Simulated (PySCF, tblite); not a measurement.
# C₆H₉OP₂−: geometry, infrared bands and NMR shifts

Wanted: the infrared bands and NMR shifts of C₆H₉OP₂− (`CCc1[p-]cpc1OC`), by calculation.

Computed with tblite 0.8.0 and PySCF 2.14.0, with density-fitted response routines of our own, on a single molecule in the gas phase. Atoms count from 0, in the outputs and in this text.

## Step 1: The starting structure

18 atoms, charge -1, multiplicity 1; geometry from: force field or distance geometry start.

Bonds of the start (Å): C0–C1 1.52, C1–C2 1.47, C2–P3 1.67, P3–C4 1.54, C4–P5 1.89, P5–C6 1.92, C6–O7 1.39, O7–C8 1.43, C6–C2 1.38, C0–H9 1.13, C0–H10 1.11, C0–H11 1.10, C1–H12 1.10, C1–H13 1.08, C4–H14 1.09, C8–H15 1.12, C8–H16 1.11, C8–H17 1.09.

## Step 2: Geometry optimisation with GFN2-xTB

What the job is given:

```
{"job": {"kind": "relax", "xc": "GFN2-xTB", "basis": "xTB"}, "charge": -1, "multiplicity": 1}
C     -2.311200    -0.895100     0.057500
C     -1.670800    -0.432700    -1.243300
C     -0.559700     0.456300    -0.866300
P     -0.649600     2.120400    -0.954200
C      0.515100     3.045100    -0.538000
P      1.706500     1.661000    -0.070400
C      0.683800     0.074300    -0.402800
O      1.256300    -1.170600    -0.149800
C      2.599100    -1.150200     0.342200
H     -3.418800    -0.686300     0.039700
H     -1.880400    -0.371000     0.939900
H     -2.180800    -1.983700     0.179800
H     -1.282600    -1.354400    -1.710300
H     -2.420800     0.041900    -1.850100
H      0.903400     4.055100    -0.429300
H      2.662400    -1.960600     1.112800
H      3.295500    -1.283700    -0.505600
H      2.743900    -0.159500     0.771700
```

Launch:

```console
> OMP_NUM_THREADS=1 python probes_run.py task.json out
```

This one command runs all jobs of the session in turn.

**Question.** This job is followed by: GFN2-xTB harmonic vibrations, gas phase; GIAO PBE0/pcSseg-1 NMR shielding, non-relativistic, gas phase. Predict these results of the whole session: strongest single infrared mode (GFN2-xTB); zero-point energy (GFN2-xTB); 13C shifts against TMS (PBE0/pcSseg-1); 1H shifts against TMS (PBE0/pcSseg-1, means over atoms taken as alike); 31P shifts against H3PO4 (PBE0/pcSseg-1); 17O shifts against H2O (PBE0/pcSseg-1).

As calculated:

| quantity | value |
| --- | --- |
| strongest single infrared mode (GFN2-xTB) | 2970 cm⁻¹, 156 km/mol |
| zero-point energy (GFN2-xTB) | 85.1 kcal/mol |
| 13C shifts against TMS (PBE0/pcSseg-1) | 187.4, 152.7, 144.5, 61.0, 26.9, 22.2 ppm |
| 1H shifts against TMS (PBE0/pcSseg-1, means over atoms taken as alike) | 7.67, 4.04, 2.93, 1.05 ppm |
| 31P shifts against H3PO4 (PBE0/pcSseg-1) | 160.8, 103.8 ppm |
| 17O shifts against H2O (PBE0/pcSseg-1) | 99.7 ppm |

**Reading.** The optimisation took 136 steps and gained 3.284 eV; among the close pairs (by a distance rule), P3–C4 changed most, from 1.544 to 1.722 Å. No mode is imaginary among the 48: a minimum at this level. The strongest single mode, at 2970 cm⁻¹, moves mainly H11. GFN2-xTB is a fitted tight-binding method: band positions and strengths are rough. Its intensities can rank the bands wrongly. NICS(1)zz of -26 ppm above the planar ring from C2 marks a diatropic (aromatic) ring current.
